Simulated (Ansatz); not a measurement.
# AlH₄NSSi: a ladder of functionals and wavefunction methods

One table from this session's results is given with a row withheld; the runs are named, their logs left out.

Method: functionals in def2-TZVPP, the program's frozen cores in correlated methods; program: Ansatz 0.2.0, Gaussian basis.

Levels to be run: LDA (SPW92), PBE-D4, revPBE-D4, BLYP-D4, r2SCAN-D4, B97M-V, PBE0-D4, B3LYP-D4, r2SCANh-D4, r2SCAN0-D4, HSE06-D4, BHLYP-D4, CAM-B3LYP-D4, LC-ωPBE, ωB97X-V, ωB97M-V, B2PLYP, PBE-QIDH; CCSD(T)/def2-SVP; CCSD(T)/def2-TZVPP; MP2/def2-QZVPP; extrapolation to the limit; RPA on PBE.

## Structure used throughout

The geometry comes from an earlier relaxation with PBE0-D4 in a triple-zeta def2 set; it is a stationary point, not always the lowest conformer.

SMILES `[NH2][Al]1[SiH2][S]1`, 8 atoms, charge 0, spin multiplicity 1.

Atoms are counted from 1 here; the program's logs count them from 0.

Bond lengths: N1–Al2 1.754 Å, N1–H5 1.006 Å, N1–H6 1.007 Å, Al2–Si3 2.310 Å, Al2–S4 2.172 Å, Si3–S4 2.208 Å, Si3–H7 1.487 Å, Si3–H8 1.487 Å. Angles: Al2–N1–H5 124.5°, Al2–N1–H6 124.7°, H5–N1–H6 110.7°, N1–Al2–Si3 163.4°, N1–Al2–S4 137.6°, Si3–Al2–S4 58.9°, Al2–Si3–S4 57.4°, Al2–Si3–H7 125.4°, Al2–Si3–H8 125.4°, S4–Si3–H7 112.5°, S4–Si3–H8 112.5°, H7–Si3–H8 108.3°, Al2–S4–Si3 63.7°.

The first run:

File in.yaml:

```yaml
crystal:
  periodic: [false, false, false]
  atoms:
    - {symbol: N, position_ang: [-1.066225, 1.872863, -0.302459]}
    - {symbol: Al, position_ang: [-0.232154, 0.335015, -0.182521]}
    - {symbol: Si, position_ang: [0.990466, -1.466682, 0.589312]}
    - {symbol: S, position_ang: [0.158978, -1.380928, -1.454563]}
    - {symbol: H, position_ang: [-1.128143, 2.548120, 0.441333]}
    - {symbol: H, position_ang: [-1.551792, 2.199683, -1.122084]}
    - {symbol: H, position_ang: [2.474796, -1.561223, 0.596757]}
    - {symbol: H, position_ang: [0.446274, -2.603948, 1.378426]}
basis:
  gaussian: {orbitals: def2-TZVPP}
hamiltonian: {xc: lda}
output: {orbitals: {seedname: orbitals}}
```

Launch:

```console
$ ansatz run in.yaml --threads 2 --pin off --events-out ev --progress --plain --max-ram 4352MiB
```

Among the steps run: LDA; PBE-D4 (GGA); revPBE-D4 (GGA); BLYP-D4 (GGA); r2SCAN-D4 (meta-GGA); B97M-V (meta-GGA); PBE0-D4 (hybrid); B3LYP-D4 (hybrid); r2SCANh-D4 (hybrid); r2SCAN0-D4 (hybrid); HSE06-D4 (hybrid); BHLYP-D4 (hybrid); CAM-B3LYP-D4 (range-separated); LC-ωPBE (range-separated); ωB97X-V (range-separated); ωB97M-V (range-separated); B2PLYP (double hybrid); PBE-QIDH (double hybrid).

One of the session's tables, all rows but one given; the rest of the session is left out.

It belongs to the step «Orbital energies across the functionals». 

```
  functional  HOMO (eV)  gap (eV)
 LDA (SPW92)      -5.60      3.54
      PBE-D4      -5.49      3.64
   revPBE-D4      -5.44      3.69
     BLYP-D4      -5.32      3.57
   r2SCAN-D4      -5.68      4.18
      B97M-V          ?         ?
     PBE0-D4      -6.48      5.42
    B3LYP-D4      -6.28      4.99
  r2SCANh-D4      -6.05      4.81
  r2SCAN0-D4      -6.60      5.74
    HSE06-D4      -6.09      4.66
    BHLYP-D4      -7.33      7.08
CAM-B3LYP-D4      -7.66      7.54
     LC-ωPBE      -8.92      9.95
     ωB97X-V      -8.62      9.50
     ωB97M-V      -8.41      8.96
```

**Question.** Estimate the row for B97M-V.

**Answer.** HOMO (eV): -5.70; gap (eV): 4.01. In the column «HOMO (eV)» it lies between r2SCANh-D4 (-6.05) and r2SCAN-D4 (-5.68).
